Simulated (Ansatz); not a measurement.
This script makes vertical spin-state energies of C₃H₅Se, SMILES C=CC[Se] with the Python package of Ansatz (0.2.0).

The script, `c3h5se.py`:
```python
"""Vertical spin-state energies of C3H5Se."""

import ansatz as az
from ase import Atoms


def main() -> None:
    atoms = Atoms(["C", "C", "C", "Se", "H", "H", "H", "H", "H"], positions=[
        (0.5372, 1.1569, -0.4397),
        (-0.0856, 0.4055, 0.4583),
        (-0.5302, -0.9925, 0.1148),
        (1.1403, -2.1049, -0.1791),
        (0.6816, 0.8401, -1.4777),
        (0.7675, 2.2329, -0.1902),
        (-0.2479, 0.7986, 1.4589),
        (-1.1043, -0.9824, -0.7819),
        (-1.07, -1.4006, 1.0196),
    ])
    molecule = az.Crystal.molecule_from_ase(atoms)

    base = molecule.calculation()
    base = base.basis(gaussian="def2-TZVP")
    base = base.functional("cam_b3lyp")
    found = {}
    for unpaired in [1, 3]:
        r = base.spin("collinear", total=unpaired).run(threads=1).report
        s = unpaired / 2
        found[unpaired] = r["free_energy_ev"]
        print(f"2S+1 = {unpaired + 1}: E = {found[unpaired]:.5f} eV, <S^2> = {abs(r['mean_field']['state']['spin_squared']):.3f} (pure state {s * (s + 1):.2f})")
    lowest = min(found, key=found.get)
    for unpaired, e in found.items():
        print(f"multiplicity {unpaired + 1}: {(e - found[lowest]):.3f} eV above the lowest")


if __name__ == "__main__":
    main()
```

Which spin state is lowest at this geometry, and how far above lie the others?

In order: multiplicity 2 (+0.00 eV) and multiplicity 4 (+3.91 eV), all at the one geometry.

The run itself:

```console
$ python c3h5se.py
2S+1 = 2: E = -68543.02009 eV, <S^2> = 0.753 (pure state 0.75)
2S+1 = 4: E = -68539.11058 eV, <S^2> = 3.764 (pure state 3.75)
multiplicity 2: 0.000 eV above the lowest
multiplicity 4: 3.910 eV above the lowest
```

Notes:
- The settings weren't tested for convergence.
- The geometry is a force-field or estimated start, not a minimum of this method, and the basis set is short of its limit. All parts are taken at fixed geometry, without zero-point energy.
- The species is open-shell (spin multiplicity 2).
- Timing: 110 s on 1 thread of Arm Neoverse V2 (shared host), peak memory 0.89 GiB.

(Lines on the test bed's own set-up are left out of the output.)
